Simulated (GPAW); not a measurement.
Ta3AsAu2O13:

```
CELL_PARAMETERS angstrom
5.72385 -0.00745 -0.00403
1.30279 6.25499 0.00561
0.27574 1.30074 8.36754
ATOMIC_POSITIONS crystal
Ta 0.21713 0.30521 0.58431
Ta 0.03325 0.11123 0.99855
Ta 0.58248 0.62145 0.50482
As 0.58707 0.89691 0.83049
Au 0.58004 0.09228 0.18613
Au 0.04485 0.82077 0.44682
O 0.66201 0.69726 0.71088
O 0.51632 0.13418 0.69625
O 0.85098 0.88773 0.91932
O 0.34466 0.87003 0.94651
O 0.73015 0.29240 0.03095
O 0.24622 0.21809 0.11075
O 0.12900 0.09398 0.49104
O 0.48032 0.38887 0.43499
O 0.05966 0.26685 0.78594
O 0.93330 0.53240 0.45645
O 0.49975 0.85161 0.34971
O 0.25256 0.62988 0.62473
O 0.91878 0.95175 0.22636
```

The cell was built by a generator and needn't be a form met in nature.

| Item | Value |
| --- | --- |
| Program | GPAW 26.7.0 |
| Task | relaxation of cell and atoms |
| Functional | PBE |
| Potentials or basis | GPAW PAW data sets (gpaw-data 1.2.1) |
| Cutoff | 800 eV |
| Basis | pw |
| k mesh | 4 × 3 × 3 |
| Occupations | fermi-dirac, width 0.05 eV |
| Spin | no spin polarisation |

At the start: pressure 2.2 GPa; volume 15.77 Å³/atom.

Question: How do energy, volume and symmetry change on relaxing?

Answer: Over 22 steps the energy falls by 3.2 meV/atom and the volume is 15.93 Å³/atom (+1.0 %); space group P1 (No. 1, to 0.05 Å).

Step by step:
```tsv
step	energy change (eV)	largest force (eV/Å)	pressure (GPa)	volume (Å³)
1	0.0000	0.4893	2.22	299.62
2	-0.0222	0.3172	1.84	299.77
3	-0.0426	0.1829	1.15	300.11
4	-0.0478	0.1692	0.85	300.32
5	-0.0513	0.0970	0.60	300.54
6	-0.0525	0.0786	0.52	300.67
7	-0.0540	0.0841	0.43	300.85
8	-0.0554	0.1080	0.34	301.09
9	-0.0566	0.0792	0.25	301.33
10	-0.0574	0.0462	0.20	301.48
11	-0.0579	0.0540	0.17	301.61
12	-0.0584	0.0525	0.15	301.73
13	-0.0589	0.0520	0.14	301.85
14	-0.0592	0.0348	0.13	301.97
15	-0.0596	0.0396	0.12	302.08
16	-0.0599	0.0382	0.10	302.22
17	-0.0603	0.0399	0.07	302.36
18	-0.0605	0.0317	0.04	302.46
19	-0.0607	0.0222	0.02	302.53
20	-0.0608	0.0255	0.01	302.58
21	-0.0610	0.0220	0.00	302.63
22	-0.0611	0.0170	0.00	302.68
```

Final structure:
```yaml
crystal:
  lattice:
    - [5.74435, -0.00129, 0.00030]
    - [1.31423, 6.27873, 0.00260]
    - [0.28448, 1.30031, 8.39221]
  atoms:
    - { symbol: Ta, position: [0.21738, 0.30579, 0.58407] }
    - { symbol: Ta, position: [0.03277, 0.11180, 0.99827] }
    - { symbol: Ta, position: [0.58284, 0.61904, 0.50582] }
    - { symbol: As, position: [0.58732, 0.89865, 0.83036] }
    - { symbol: Au, position: [0.57782, 0.09379, 0.18604] }
    - { symbol: Au, position: [0.04560, 0.81970, 0.44633] }
    - { symbol: O, position: [0.66203, 0.69757, 0.71071] }
    - { symbol: O, position: [0.51784, 0.13634, 0.69549] }
    - { symbol: O, position: [0.85270, 0.88789, 0.91946] }
    - { symbol: O, position: [0.34402, 0.87262, 0.94796] }
    - { symbol: O, position: [0.72945, 0.29474, 0.02864] }
    - { symbol: O, position: [0.24070, 0.22263, 0.11153] }
    - { symbol: O, position: [0.13060, 0.09427, 0.49109] }
    - { symbol: O, position: [0.47951, 0.38832, 0.43414] }
    - { symbol: O, position: [0.06027, 0.26615, 0.78576] }
    - { symbol: O, position: [0.93258, 0.52888, 0.45781] }
    - { symbol: O, position: [0.50021, 0.84945, 0.35168] }
    - { symbol: O, position: [0.25454, 0.62637, 0.62638] }
    - { symbol: O, position: [0.92031, 0.94879, 0.22323] }
```

Caveat: with this Au data set, volumes or pressures lay over 1.5 % or 2 GPa off other programs in two to four cells of ten; later steps reuse the first step's grids.
